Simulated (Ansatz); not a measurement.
## YbH3 in Ansatz: the effect of Hubbard term

Crystal: YbH3.

```
CELL_PARAMETERS angstrom
0.00000 2.60497 2.60497
2.60497 0.00000 2.60497
2.60497 2.60497 0.00000
ATOMIC_POSITIONS crystal
Yb 0.00000 0.00000 0.00000
H 0.50000 0.50000 0.50000
H 0.25000 0.25000 0.25000
H 0.75000 0.75000 0.75000
```

The cell comes from a database or a generator and needn't be the stable form of this composition.

Alike in all runs:

| Item | Value |
| --- | --- |
| Program | Ansatz 0.2.0 |
| Task | projected density of states |
| Functional | PBE |
| Potentials or basis | Ansatz PAW |
| Cutoff | 420 eV (not typed: the program's choice for these potentials) |
| k mesh | 9 × 9 × 9 |
| Occupations | fermi-dirac, width 0.05 eV |
| Spin | collinear spin, ferromagnetic start |
| Starting moments | [1.0, 0.0, 0.0, 0.0] μB |
| Hubbard projectors | ortho-atomic (the default) |
| Double counting | fll (the default) |

```csv
Hubbard term,pressure (GPa),moment (μB)
none,-5.4,0.17
Yb f U = 1 eV,-4.9,0.15
Yb f U = 2 eV,-4.3,0.33
Yb f U = 3 eV,-3.9,0.35
Yb f U = 4 eV,-3.6,0.36
Yb f U = 5 eV,-3.2,0.36
Yb f U = 6 eV,-2.1,0.00
Yb f U = 8 eV,?,?
```

Task: What does the run with Hubbard term Yb f U = 8 eV give?

Result: Pressure -0.9 GPa; moment 0.00 μB.

Worked out: A parabola through the other rows of the pressure, of slope 0.714 GPa per eV there, extrapolates to -1.0 GPa, against the run's -0.9. The moment follows no smooth curve through the other rows.

Caveats: spin-orbit coupling is left out, which moves the levels of the heavy elements; the magnetic or orbital state may not be the lowest (some runs); without U or exact exchange the open f shell lies at the Fermi level, which spoils levels, moments and volumes (some runs).
